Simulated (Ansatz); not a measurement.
**C2H3FInN: how energies converge with the basis set**

Aim: see how fast density functionals converge with the basis set for C2H3FInN.

The runs use Ansatz 0.2.0, Gaussian basis; one geometry, several basis sets.

Plan: PBE0-D4/def2-SVP; ωB97M-V/def2-SVP; PBE0-D4/def2-QZVPP; ωB97M-V/def2-QZVPP; the functionals' def2-TZVPP values are taken from earlier runs.

## Step 1: The geometry

An earlier PBE0-D4 in a triple-zeta def2 set relaxation fixed the geometry. In takes the def2 core potential; no spin-orbit term is included.

SMILES `[CH3][In]([F])[C]#N`, 8 atoms, charge 0, spin multiplicity 1.

Atoms are counted from 1 here; the program's logs count them from 0.

Bond lengths: C1–In2 2.115 Å, C1–H6 1.088 Å, C1–H7 1.090 Å, C1–H8 1.090 Å, In2–F3 1.947 Å, In2–C4 2.111 Å, C4–N5 1.153 Å. Angles: In2–C1–H6 110.6°, In2–C1–H7 108.6°, In2–C1–H8 108.6°, H6–C1–H7 110.0°, H6–C1–H8 110.0°, H7–C1–H8 108.8°, C1–In2–F3 118.4°, C1–In2–C4 133.4°, F3–In2–C4 108.2°, In2–C4–N5 176.3°.

## Step 2: PBE0-D4 in def2-SVP

Contents of in.yaml:

```yaml
crystal:
  periodic: [false, false, false]
  atoms:
    - {symbol: C, position_ang: [-1.375728, -0.622151, 0.046641]}
    - {symbol: In, position_ang: [0.654370, -0.050745, 0.210707]}
    - {symbol: F, position_ang: [1.828856, -1.119068, 1.338216]}
    - {symbol: C, position_ang: [1.791141, 1.521433, -0.621704]}
    - {symbol: N, position_ang: [2.350112, 2.403437, -1.111352]}
    - {symbol: H, position_ang: [-1.913463, 0.058117, -0.610766]}
    - {symbol: H, position_ang: [-1.822073, -0.611230, 1.040867]}
    - {symbol: H, position_ang: [-1.421115, -1.636894, -0.348408]}
basis:
  gaussian: {orbitals: def2-SVP}
hamiltonian: {xc: pbe0, dispersion: d4}
output: {orbitals: {seedname: orbitals}}
```

Command:

```bash
$ ansatz run in.yaml --threads 2 --pin off --events-out ev --progress --plain --max-ram 32768MiB --backend cpu
```

After this run come: ωB97M-V in def2-SVP; PBE0-D4 in def2-QZVPP; ωB97M-V in def2-QZVPP.

**Question.** What will the summary of the whole plan be? Wanted: PBE0-D4: double and triple zeta above quadruple; ωB97M-V: double and triple zeta above quadruple.

**Answer**, as computed:

| quantity | value |
| --- | --- |
| PBE0-D4: double and triple zeta above quadruple | 8.34, 0.40 eV |
| ωB97M-V: double and triple zeta above quadruple | 8.57, 0.38 eV |

In words: For PBE0-D4 the step from double to triple zeta gains 7.94 eV and the next only 0.40 eV. These are total energies; as a rule much of such shifts cancels in differences, which this series doesn't test.
